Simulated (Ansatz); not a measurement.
Run this with the Ansatz DFT code, driven from Python and show what comes out.

`vcrc2.vasp`
```text
VCrC2
1.0
   1.46063204    0.84329630    4.73938532
  -1.46063204    0.84329630    4.73938532
   0.00000000   -1.68659261    4.73938532
V Cr C
1 1 2
Direct
   0.00000000    0.00000000    0.00000000
   0.50000000    0.50000000    0.50000000
   0.75124100    0.75124100    0.75124100
   0.24875900    0.24875900    0.24875900
```

The script, `edit.py`:
```python
"""Editing single keys of the input for VCrC2."""

from dataclasses import dataclass
import warnings

import ansatz as az
from ase.io import read


@dataclass
class Options:
    xc: str = "PBE"
    kmesh: tuple[int, ...] = (10, 10, 10)
    filling: str = "fermi_dirac"
    sigma: float = 0.15


cfg = Options()


def main() -> None:
    warnings.simplefilter("ignore", az.DeckWarning)

    atoms = read("vcrc2.vasp", format="vasp")
    cell = az.Crystal.from_ase(atoms).moments(V=1.5, Cr=3)

    job = (
        cell.calculation()
        .functional(cfg.xc)
        .basis(18 * az.Ha)
        .kpoints(mesh=cfg.kmesh)
        .occupations(cfg.filling, width=cfg.sigma)
        .spin(az.SpinTreatment.COLLINEAR)
        .band_table()
    )
    typed = job.input()
    rows = []
    for value in [0.0001, 1e-06, 1e-08]:
        edited = typed.set(az.key.scf.convergence.dr2_threshold, value)
        rep = az.Session.from_dict(edited).plan().execute().report
        rows.append((value, rep["free_energy_ev"], rep["n_iterations"], len(rep["eigenvalues_ev"][0]) if "eigenvalues_ev" in rep else 0))
    for row in rows:
        print("; ".join(f"{name} = {round(v, 4) if isinstance(v, float) else v}" for name, v in zip(["threshold eV", "F eV", "iterations", "bands listed"], row)))
    print(edited.to_yaml())


if __name__ == "__main__":
    main()
```

`python edit.py` gives:
```text
threshold eV = 0.0001; F eV = -6792.6847; iterations = 11; bands listed = 25
threshold eV = 0.0; F eV = -6792.6847; iterations = 14; bands listed = 25
threshold eV = 0.0; F eV = -6792.6847; iterations = 16; bands listed = 25
crystal:
  lattice:
    - [1.46063204, 0.8432963, 4.73938532]
    - [-1.46063204, 0.8432963, 4.73938532]
    - [0.0, -1.68659261, 4.73938532]
  atoms:
    - { symbol: V, position: [0.0, 0.0, 0.0] }
    - { symbol: Cr, position: [0.5, 0.5, 0.5] }
    - { symbol: C, position: [0.7512410000000002, 0.751241, 0.751241] }
    - { symbol: C, position: [0.24875900000000004, 0.248759, 0.248759] }
basis:
  ecutwfc: 489.804952427784
kpoints:
  mp_grid:
    grid: [10, 10, 10]
hamiltonian:
  xc: pbe
magnetization:
  spin_polarized: true
  per_species:
    Cr: 3.0
    V: 1.5
scf:
  occupations:
    method: fermi_dirac
    width: 0.15
  convergence:
    dr2_threshold: 1.0e-08
output:
  eigenvalues: true
```

Total energies depend on the potentials; only differences at equal settings carry meaning. A total without «per atom» is that of the cell as typed. The magnetic order follows from the starting moments and needn't be the lowest. The mesh is modest for a metal, so energies can be off by several to tens of meV an atom and pressures by half a GPa or more; differences at equal mesh fare better. The smearing is wide enough that free energy and stress hold a thermal part of the electrons. The structure comes from a database of computed cells and needn't be a stable or known phase. It ran for 70 s on 1 thread of Arm Neoverse V2, on a shared host, peak memory 0.64 GiB.
